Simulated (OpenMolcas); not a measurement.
**InH3O (SMILES [H][In]([H])[OH]): a first try and a second**

Aim: the charge distribution of InH3O at M06-2X/ANO-RCC-VDZ (DKH2, PCM methylenechloride, population LoProp).

The results are computed with OpenMolcas 26.06.

3 further runs of the same task are left out: 3 set aside as unsound or not needed.

## 1. The structure to begin with

InH3O: 5 atoms, total charge 0, spin state singlet. As SMILES, `[H][In]([H])[OH]`. The shape comes from GFN2-xTB, which is rough for such elements, and wasn't checked as a minimum.

Bond lengths: In1–O4 1.926 Å, In1–H2 1.685 Å, In1–H3 1.704 Å, O4–H5 0.956 Å. Angles: In1–O4–H5 123.8°, H2–In1–O4 112.6°, H3–In1–O4 121.5°, H2–In1–H3 125.9°.

## 2. The input as first written

run.input

```
&GATEWAY
  Coord
  5
  angstrom
  In       0.340170       0.465720      -0.104120
  H        2.012910       0.451630      -0.310070
  H       -0.660060       1.845200      -0.135400
  O       -0.382610      -1.293370       0.200710
  H       -1.310410      -1.469180       0.348880
  Basis=ANO-RCC-VDZ
  Group=NoSym
  RF-Input
  PCM-Model
  Solvent=methylenechloride
  End of RF-Input

&SEWARD

&SCF
  KSDFT=M062X
  PrOrbitals=1 1

&LOPROP
```

Command:

```
$ export MOLCAS_MEM=4
$ pymolcas run.input > run.log
```

The log of the run:

```text
--- Start Module: gateway ---

                                              &GATEWAY

                       available to each process: 4.0 MB of memory, 1 thread

---------------------------------------------------------------------------------------------
  Nr.	 Label		Type		Offset		Length	   Atime	  Address
---------------------------------------------------------------------------------------------
  1	FILETABL    	CHAR	-87582412538632	       26929           5	[0xaaaac910d060]
  2	DBSC        	CHAR	    -272470872	     1456001          58	[0xfa529769c010]
  3	SHELLS      	CHAR	    -273265496	      792001          59	[0xfa52975da010]
---------------------------------------------------------------------------------------------
Maximal available memory for Molcas = 1725069
 ?mma_allo_?D: error: out-of-memory
 label: dc
  available (kB):         1725
  required  (kB):         3040

--- Stop Module: gateway /rc=-6 ---

.########################.
.# Non-zero return code #.
.########################.

    Timing: Wall=0.04 User=0.04 System=0.00
```

It took 0.24 s on 1 thread of Arm Neoverse V1, shared host.

## 3. Reading the log

The run ended with an error.

The log says `?mma_allo_?D: error: out-of-memory`. What is wrong: too little memory is allowed.

## 4. The mended input

run.input: that of step 2 with these lines changed.

```diff
@@ -1,3 +1,5 @@
+* H3InO Kohn-Sham DFT
+
 &GATEWAY
-  Coord
+  COORD
   5
@@ -9,5 +11,7 @@
   H       -1.310410      -1.469180       0.348880
-  Basis=ANO-RCC-VDZ
-  Group=NoSym
-  RF-Input
+  BASIS
+  ANO-RCC-VDZ
+  GROUP
+  NoSym
+  RF-INPUT
   PCM-Model
@@ -19,4 +23,6 @@
 &SCF
-  KSDFT=M062X
-  PrOrbitals=1 1
+  KSDFT
+  M062X
+  PRORBITALS
+  1
```

Command:

```
$ export MOLCAS_MEM=1860
$ pymolcas run.input > run.log
```

The log of the run:

```text
--- Start Module: gateway ---
[...]
--- Stop Module: gateway /rc=_RC_ALL_IS_WELL_ ---
[...]
      Basis functions           46
[...]
--- Start Module: scf ---
[...]
       Convergence after  10 Iterations
[...]
::    Total KS-DFT energy                           -5957.3357747238
[...]
--- Stop Module: scf /rc=_RC_ALL_IS_WELL_ ---
[...]
--- Start Module: loprop ---
[...]
       Convergence after   7 Iterations
[...]
::    Total KS-DFT energy                           -5957.3352653884
[...]
       Convergence after   7 Iterations
[...]
::    Total KS-DFT energy                           -5957.3366519290
[...]
       Convergence after   8 Iterations
[...]
::    Total KS-DFT energy                           -5957.3349436628
[...]
       Convergence after   7 Iterations
[...]
::    Total KS-DFT energy                           -5957.3357501452
[...]
       Convergence after   7 Iterations
[...]
::    Total KS-DFT energy                           -5957.3358207258
[...]
      Total spin, S                                     0.0000000000
[...]
      Total electronic charge=   60.000000
      Total            charge=   -0.000000
[...]
      Dipole Moment (debye):
      Origin of the operator (angstrom)=    0.2465    0.2513   -0.0661
                   X= -1.3463E+00               Y=  2.1777E+00               Z= -1.4416E-01           Total=  2.5644E+00
      Quadrupole Moment (debye*angstrom):
[...]
--- Stop Module: loprop /rc=_RC_ALL_IS_WELL_ ---
[...]
```

Wall time 34 s (1 thread of Arm Neoverse V1, shared host); peak memory 0.41 GiB.

Atomic charges (e):

| atom | Mulliken | program's own |
| --- | --- | --- |
| In1 | +0.904 | +0.714 |
| H2 | -0.142 | -0.108 |
| H3 | -0.150 | -0.115 |
| O4 | -0.944 | -0.824 |
| H5 | +0.331 | +0.333 |

## 5. What came out

Level: M06-2X/ANO-RCC-VDZ (DKH2, PCM methylenechloride, population LoProp).

| quantity | value |
| --- | --- |
| total energy | -5957.33577 Eh |
| dipole moment | 2.56 D |
| HOMO energy | -9.37 eV |
| LUMO energy | -0.81 eV |
| HOMO–LUMO gap | 8.56 eV |
| mean static polarisability | 38.1 bohr³ |

**Reading.** Mulliken charges run from -0.94 on O4 to +0.90 on In1.
